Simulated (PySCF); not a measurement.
# C₃H₇FO₂Si: electronic excitations

Wanted: the electronic excitations of C₃H₇FO₂Si (`C=C(O[SiH3])OCF`), by calculation.

Programs: PySCF 2.14.0, with density-fitted response routines of our own. Each step states its level of theory. These are calculated values for one molecule in the gas phase, unless marked as measured. Atoms are numbered from 0 throughout.

## 1. The starting structure

14 atoms, charge 0, multiplicity 1; geometry from: GFN2-xTB.

Bonds of the start (Å): C0–C1 1.32, C1–O2 1.33, O2–Si3 1.63, C1–O4 1.38, O4–C5 1.37, C5–F6 1.37, C0–H7 1.07, C0–H8 1.07, Si3–H9 1.46, Si3–H10 1.46, Si3–H11 1.45, C5–H12 1.10, C5–H13 1.10.

## 2. Ultraviolet spectrum: wB97X-D/def2-SVPD

Job settings and geometry (Å):

```
{"job": {"kind": "uv", "xc": "wB97X-D", "basis": "def2-SVPD", "nstates": 8, "ntriplets": 3}, "charge": 0, "multiplicity": 1}
C      0.077045     1.910452     0.297878
C     -0.301677     0.686374    -0.037604
O      0.493380    -0.372611    -0.200117
Si     2.072926    -0.630347     0.130023
O     -1.637464     0.436162    -0.274029
C     -2.038729    -0.871256    -0.397883
F     -2.043344    -1.504068     0.820464
H      1.110736     2.138536     0.463980
H     -0.650440     2.690152     0.398761
H      2.896967     0.241719    -0.708002
H      2.341259    -0.370172     1.541861
H      2.143246    -2.031906    -0.250157
H     -3.074374    -0.854351    -0.753956
H     -1.390209    -1.469155    -1.053385
```

Level: TDDFT wB97X-D/def2-SVPD, vertical, gas phase, core orbitals frozen in the response.

On the command line:

```sh
$ OMP_NUM_THREADS=1 python probes_run.py task.json out
```

This one command runs all jobs of the session in turn.

Standard output:

```text
coarse grid: 12480 points
cycle   1  E = -657.5846535113  dE =  1.110e+00  |g| = 8.901e-01  |ddm| = 5.142e+00
cycle   2  E = -657.5914563134  dE = -6.803e-03  |g| = 9.326e-01  |ddm| = 2.393e+00
cycle   3  E = -657.7370730420  dE = -1.456e-01  |g| = 6.568e-02  |ddm| = 1.224e+00
cycle   4  E = -657.7377717402  dE = -6.987e-04  |g| = 3.501e-02  |ddm| = 1.531e-01
cycle   5  E = -657.7380390515  dE = -2.673e-04  |g| = 1.044e-02  |ddm| = 6.293e-02
cycle   6  E = -657.7380612479  dE = -2.220e-05  |g| = 2.801e-03  |ddm| = 2.064e-02
cycle   7  E = -657.7380629907  dE = -1.743e-06  |g| = 7.395e-04  |ddm| = 5.140e-03
final grid: 117176 points
cycle   8  E = -657.8385235713  dE = -1.187e-04  |g| = 6.871e-03  |ddm| = 1.439e-01
cycle   9  E = -657.8385240402  dE = -4.690e-07  |g| = 7.523e-03  |ddm| = 2.246e-02
cycle  10  E = -657.8385327573  dE = -8.717e-06  |g| = 4.420e-04  |ddm| = 5.510e-03
cycle  11  E = -657.8385328183  dE = -6.105e-08  |g| = 3.164e-04  |ddm| = 1.877e-03
cycle  12  E = -657.8385328391  dE = -2.077e-08  |g| = 7.112e-05  |ddm| = 5.325e-04
cycle  13  E = -657.8385328406  dE = -1.497e-09  |g| = 1.794e-05  |ddm| = 1.873e-04
cycle  14  E = -657.8385328407  dE = -9.504e-11  |g| = 9.772e-06  |ddm| = 9.264e-05
converged SCF energy = -657.8385328407

Static polarisability (au): isotropic 71.672, principal 58.211 74.719 82.085

Singlet excitations
state   eV       nm        f      main configurations
  1   6.1623    201.2   0.01072   H->L 0.88
  2   6.9259    179.0   0.29911   H->L+2 0.90
  3   7.2027    172.1   0.01446   H->L+3 0.38, H->L+1 0.27, H->L+4 0.23
  4   7.3411    168.9   0.04337   H->L+1 0.37, H->L+3 0.27, H->L+6 0.14
  5   7.7064    160.9   0.00130   H->L+4 0.39, H->L+1 0.17, H->L+6 0.14
  6   8.0149    154.7   0.02771   H->L+5 0.58, H->L+4 0.17, H->L+3 0.10
  7   8.1786    151.6   0.03031   H->L+6 0.60, H->L+5 0.11
  8   8.2719    149.9   0.00462   H-1->L 0.68, H-3->L 0.09

Triplet excitations (Tamm-Dancoff, eV): 4.5788 6.1096 7.1142
```

Wall time 83 s (1 thread of Arm Neoverse N1, shared host); peak memory 0.88 GiB.

Frontier orbitals and where they lie:

| orbital | eV | atoms |
| --- | --- | --- |
| HOMO−3 | -11.71 | O2 24 %, Si3 20 %, H11 13 % |
| HOMO−2 | -11.61 | F6 21 %, O4 15 %, C5 13 % |
| HOMO−1 | -11.40 | O2 22 %, O4 18 %, Si3 18 % |
| HOMO | -8.61 | C0 40 %, C1 23 %, O4 13 % |
| LUMO | 1.64 | Si3 40 %, H10 12 %, H9 11 % |
| LUMO+1 | 2.09 | Si3 57 %, H11 9 %, H9 9 % |
| LUMO+2 | 2.45 | C1 26 %, C0 20 %, Si3 11 % |

With each of the 8 states as a Gaussian band of 0.4 eV half-width at 1/e, the curve within the window shown has maxima at 179 nm (ε 13,000), 154 nm (ε 2,500) L/(mol cm). Beyond the last state computed it falls off for lack of states. The curve at chosen wavelengths:

(nm, ε (L/mol/cm)): (145, 735), (148, 1532), (151, 2254), (154, 2481), (157, 2249), (161, 2126), (164, 2866), (167, 4600), (170, 7219), (173, 10156), (176, 12435), (179, 13132), (182, 11979), (186, 8568), (189, 5793), (192, 3573), (195, 2098), (198, 1251), (201, 807), (204, 571), (207, 425), (211, 283), (214, 199), (217, 131), (220, 82), (223, 48)

Leading natural transition orbitals of singlet state 2: the hole lies on C0 39 %; C1 17 %; O2, O4 about 14 % each; the particle on C1 29 %; C0 13 %; H7, H8 about 12 % each.

Leading natural transition orbitals of singlet state 1: the hole lies on C0 41 %; C1 19 %; O2 15 %; the particle on H9, H10 about 16 % each; Si3 15 %; H7, H11 about 11 % each.

Ground-state properties from the same run:

| property | computed |
| --- | --- |
| dipole moment (D) | 1.93 |
| polarisability (Å³) | 10.62 |
| HOMO–LUMO gap (eV) | 10.25 |
| −ε(HOMO) (eV) | 8.61 |

Orbitals, density, ELF and potential are computed afterwards from the orbital file.

Frontier orbitals at wB97X-D/def2-SVPD, with the share of their density that lies nearest to each atom:

| orbital | energy (eV) | lies on |
| --- | --- | --- |
| HOMO | -8.61 | C0 41 %; C1 20 %; O2, O4 about 11 % each |
| LUMO | 1.64 | H9, H10, H11 about 20 % each; Si3 16 %; O2 8 % |

ELF in a plane through or near 10 of the atoms.

Values, 10 rows by 14 columns:
```
0.00 0.00 0.00 0.00 0.00 0.00 0.00 0.00 0.00 0.00 0.00 0.00 0.00 0.00
0.00 0.00 0.00 0.00 0.01 0.01 0.00 0.00 0.00 0.00 0.00 0.00 0.00 0.00
0.00 0.00 0.00 0.17 1.00 1.00 0.75 0.00 0.00 0.00 0.00 0.00 0.00 0.00
0.00 0.00 0.00 0.11 0.97 0.99 0.09 0.03 0.08 0.34 0.02 0.00 0.00 0.00
0.00 0.00 0.06 0.55 0.43 0.31 0.72 0.89 0.11 0.61 0.74 0.97 0.25 0.00
0.00 0.00 0.04 0.38 0.34 0.18 0.62 0.39 0.72 0.83 0.53 0.98 0.18 0.00
0.00 0.00 0.00 0.00 0.48 0.95 0.35 0.83 0.27 0.88 0.26 0.00 0.00 0.00
0.00 0.00 0.00 0.00 0.81 0.88 0.75 0.99 0.50 0.00 0.00 0.00 0.00 0.00
0.00 0.00 0.00 0.00 0.00 0.02 0.49 0.97 0.55 0.00 0.00 0.00 0.00 0.00
0.00 0.00 0.00 0.00 0.00 0.00 0.00 0.00 0.00 0.00 0.00 0.00 0.00 0.00
```
The map spans 11.7 Å across and 10.8 Å up, centred on the molecule. Atoms in the plane (x, y in Å): C0 (-0.4, -1.9), C1 (0.2, -0.7), O2 (-0.4, 0.5), Si3 (-1.9, 1.0), O4 (1.6, -0.7), C5 (2.2, 0.5), H7 (-1.5, -1.9), H8 (0.1, -2.8), H11 (-1.7, 2.4), H12 (3.2, 0.3).

log10 of the density (e/Å³) in the same plane.

Values, 10 rows by 14 columns:
```
-4.0 -4.0 -4.0 -4.0 -4.0 -4.0 -4.0 -4.0 -4.0 -4.0 -4.0 -4.0 -4.0 -4.0
-4.0 -4.0 -4.0 -3.5 -2.9 -2.8 -3.3 -4.0 -4.0 -4.0 -4.0 -4.0 -4.0 -4.0
-4.0 -4.0 -3.5 -2.3 -1.1 -0.8 -1.9 -2.9 -3.3 -3.0 -3.3 -3.9 -4.0 -4.0
-4.0 -4.0 -2.8 -1.6 -0.3 -0.1 -1.2 -1.8 -1.7 -1.2 -1.8 -2.6 -3.5 -4.0
-4.0 -3.4 -2.1 -0.9  0.7  0.5  0.6  0.2 -0.8  0.3  0.0 -0.8 -2.3 -3.8
-4.0 -3.6 -2.4 -1.4 -1.0 -0.9  0.0  0.3  0.2  0.5 -0.4 -1.0 -2.4 -3.9
-4.0 -4.0 -3.5 -2.6 -1.3 -0.2  0.2  0.2 -0.4 -0.2 -1.5 -2.9 -3.8 -4.0
-4.0 -4.0 -4.0 -3.2 -1.6 -0.6 -0.1  0.2 -1.2 -2.4 -3.2 -4.0 -4.0 -4.0
-4.0 -4.0 -4.0 -4.0 -3.1 -2.3 -1.5 -1.2 -2.0 -3.3 -4.0 -4.0 -4.0 -4.0
-4.0 -4.0 -4.0 -4.0 -4.0 -4.0 -3.6 -3.5 -3.9 -4.0 -4.0 -4.0 -4.0 -4.0
```
The map spans 11.7 Å across and 10.8 Å up, centred on the molecule. Atoms in the plane (x, y in Å): C0 (-0.4, -1.9), C1 (0.2, -0.7), O2 (-0.4, 0.5), Si3 (-1.9, 1.0), O4 (1.6, -0.7), C5 (2.2, 0.5), H7 (-1.5, -1.9), H8 (0.1, -2.8), H11 (-1.7, 2.4), H12 (3.2, 0.3).

On the surface of density 0.002 e/bohr³ the electrostatic potential runs, from the 1st to the 99th percentile, from -1.05 V near F6 to 1.51 V near H9.

## 3. What came out

| quantity | value |
| --- | --- |
| lowest singlet (wB97X-D/def2-SVPD) | 6.16 eV (201 nm), f = 0.011 |
| brightest single state of those computed | state 2, 6.93 eV, f = 0.299 |
| lowest triplet | 4.58 eV |
| surface potential, 1st and 99th percentile | -1.05 V and 1.51 V |

**Reading.** The lowest singlet, at 6.16 eV, is HOMO→LUMO 0.88 and is weak; of the 8 states computed, the strongest absorption comes from state 2 at 6.93 eV. The lowest triplet lies 1.58 eV below the lowest singlet (triplets in Tamm-Dancoff, singlets in full TDDFT).
